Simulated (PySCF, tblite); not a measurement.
**C₄H₃Cl₂NSi: geometry, infrared bands and NMR shifts**

Wanted: the infrared bands and NMR shifts of C₄H₃Cl₂NSi (`N#CC=C=C[SiH](Cl)Cl`), by calculation.

Computed with tblite 0.8.0 and PySCF 2.14.0, with density-fitted response routines of our own, on a single molecule in the gas phase. Atoms count from 0, in the outputs and in this text.

## Step 1: Starting geometry

11 atoms, charge 0, multiplicity 1; geometry from: force field or distance geometry start.

Bonds of the start (Å): N0–C1 1.15, C1–C2 1.44, C2–C3 1.31, C3–C4 1.31, C4–Si5 1.83, Si5–Cl6 2.11, Si5–Cl7 2.08, C2–H8 1.06, C4–H9 1.05, Si5–H10 1.47.

## Step 2: Optimising the geometry with GFN2-xTB

Job settings and geometry (Å):

```
{"job": {"kind": "relax", "xc": "GFN2-xTB", "basis": "xTB"}, "charge": 0, "multiplicity": 1}
N      2.962000     1.658800    -1.111700
C      2.419300     0.905700    -0.424700
C      1.799600    -0.036800     0.462400
C      0.672100    -0.528800     0.026800
C     -0.470700    -1.027100    -0.387900
Si    -1.939400    -0.009400    -0.008900
Cl    -1.446300     2.036000     0.129600
Cl    -2.718000    -0.612400     1.826700
H      2.140300    -0.353200     1.417100
H     -0.436300    -1.934200    -0.909600
H     -2.977200    -0.096000    -1.045700
```

Run with:

```sh
> OMP_NUM_THREADS=1 python probes_run.py task.json out
```

One launch serves the whole session: the jobs run in the order shown.

**Question.** This job is followed by: GFN2-xTB harmonic vibrations, gas phase; GIAO PBE0/pcSseg-1 NMR shielding, non-relativistic, gas phase. What will the session give for the following? strongest single infrared mode (GFN2-xTB); zero-point energy (GFN2-xTB); ¹³C shifts against TMS (PBE0/pcSseg-1); ¹H shifts against TMS (PBE0/pcSseg-1); ¹⁵N shifts against NH3 (PBE0/pcSseg-1); ²⁹Si shifts against TMS (PBE0/pcSseg-1); ³⁵Cl shifts against HCl (PBE0/pcSseg-1, means over atoms taken as alike).

The runs gave:

| quantity | value |
| --- | --- |
| strongest single infrared mode (GFN2-xTB) | 2037 cm⁻¹, 685 km/mol |
| zero-point energy (GFN2-xTB) | 34.9 kcal/mol |
| ¹³C shifts against TMS (PBE0/pcSseg-1) | 233.0, 115.6, 91.7, 69.6 ppm |
| ¹H shifts against TMS (PBE0/pcSseg-1) | 6.01, 5.64, 5.27 ppm |
| ¹⁵N shifts against NH3 (PBE0/pcSseg-1) | 328.7 ppm |
| ²⁹Si shifts against TMS (PBE0/pcSseg-1) | 0.5 ppm |
| ³⁵Cl shifts against HCl (PBE0/pcSseg-1, means over atoms taken as alike) | 59 ppm |

What this shows: Over 109 steps the energy fell by 0.361 eV; of the close pairs, Si5–Cl6 changed most, 2.109 to 2.012 Å. No mode is imaginary among the 27: a minimum at this level. The strongest single mode, at 2037 cm⁻¹, moves mainly C3. Unscaled tight-binding wavenumbers are off by several per cent, some by more. Its intensities can rank the bands wrongly. The most deshielded carbon is C3 (central carbon of an allene), at 233.0 ppm: the central sp carbon of an allene is among the most deshielded carbons of hydrocarbons. At PBE0/pcSseg-1: Shielding is most anisotropic at N0 (span 445 ppm, paramagnetic term -401 ppm).
